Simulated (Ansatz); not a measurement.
Crystal: WF.

```
CELL_PARAMETERS angstrom
1.36589 0.78860 5.06960
-1.36589 0.78860 5.06960
0.00000 -1.57719 5.06960
ATOMIC_POSITIONS crystal
W 0.81412 0.81412 0.81412
F 0.93712 0.93712 0.93712
```

The cell was built by a generator and needn't be a form met in nature.

Base run:

| Property | Result |
| --- | --- |
| Program | Ansatz 0.2.0 |
| Functional | revPBE |
| Potentials or basis | Ansatz PAW |
| Cutoff | 420 eV |
| Density cutoff | 1680 eV |
| k mesh | 11 × 11 × 11 |
| Occupations | fermi-dirac, width 0.05 eV |
| Spin | no spin polarisation |

Its results: band gap on the k mesh none (metal or under the smearing width); pressure 3.0 GPa; largest force 0.132 eV/Å.

Task: The run is repeated on the same cell with these changes: functional from revPBE to RPBE. What comes out?

Result: Band gap on the k mesh none (metal or under the smearing width); pressure 3.9 GPa; largest force 0.192 eV/Å.

Caveats: the potentials were made for another functional, which shifts forces and pressure; an odd number of electrons without spin polarisation forces a metal; a magnetic or distorted state may lie lower; the PAW data sets come from PBE, with cores solved anew for the run's functional, which leaves a small shift of forces and pressure.

Not every run made on this cell is shown here.
